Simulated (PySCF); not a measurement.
# GeB+: bond curves at several levels of theory

One table from this session's results is given with a row withheld; the runs are named, their logs left out.

Method: Ge x2c-SVPall, B x2c-SVPall, spin-free X2C with a Gaussian nucleus; program: PySCF 2.14.0.

Set-up of the first run:

A driver script around PySCF takes these settings:

| Item | Value |
| --- | --- |
| atoms | Ge, B |
| charge | 1 |
| basis | Ge x2c-SVPall, B x2c-SVPall |
| Hamiltonian | spin-free X2C with a Gaussian nucleus |
| basis functions | 46 |
| electrons treated | 36 |
| masses in u | 73.9212, 11.0093 |
| levels | PBE0, PBE, r²SCAN, r²SCAN0, LDA, B97-3, HF, MP2, SCS-MP2, CCSD, CCSD(T) |
| grid | 80 radial by 434 angular points |
| occupations | held fixed by the projection of orbital angular momentum |
| dissociation limit | Ge+ + B, each in its ground configuration |
| starting distance in angstrom | 2.075 |
| values of 2S to try | 0, 2 |

Run with:

```sh
$ OMP_NUM_THREADS=1 python dia.py task.json out
```

Among the steps run: The job; PBE0 along the bond; Excited determinants; PBE (GGA); r²SCAN (meta-GGA); r²SCAN0 (hybrid meta-GGA); LDA; B97-3 (global hybrid GGA); UHF (mean field); Adding correlation.

One of the session's tables, all rows but one given; the rest of the session is left out.

Energy (eV) from each level's lowest point:

| R (Å) | UHF | UHF-MP2 | UHF-SCS-MP2 | UHF-CCSD | UHF-CCSD(T) |
| --- | --- | --- | --- | --- | --- |
| 1.871 | 0.475 | 0.559 | 0.578 | n/a | n/a |
| 1.958 | 0.170 | 0.231 | 0.248 | 0.291 | 0.302 |
| 2.045 | 0.031 | 0.058 | 0.071 | 0.102 | 0.106 |
| 2.111 | ? | ? | ? | ? | ? |
| 2.176 | 0.003 | 0.000 | 0.000 | 0.000 | 0.000 |
| 2.241 | 0.017 | 0.046 | 0.031 | 0.001 | 0.004 |
| 2.328 | 0.041 | 0.132 | 0.097 | 0.037 | 0.045 |
| 2.437 | 0.081 | 0.242 | 0.186 | 0.115 | 0.130 |
| 2.568 | 0.146 | 0.373 | 0.296 | 0.230 | 0.256 |
| 2.742 | 0.256 | 0.542 | 0.447 | n/a | n/a |

Estimate the missing values for R (Å) = 2.111.

Worked estimate for «UHF». A straight line through the neighbours (2.045, 0.031) and (2.176, 0.003) gives 0.031 + (0.003 − 0.031) × (2.111 − 2.045) / (2.176 − 2.045) = 0.017; a parabola fitted to 4 rows on both sides gives -0.004.

The run gave: UHF: 0.000; UHF-MP2: 0.001; UHF-SCS-MP2: 0.010; UHF-CCSD: 0.030; UHF-CCSD(T): 0.031. In «UHF» the line misses by +0.017 and the parabola by -0.004.

Caveats from the session: Lowest PBE0 solution found, without spin–orbit coupling: ³Π (triplet), unpaired electrons σ ↑, π ↑. Warnings in the runs' records: inverted.
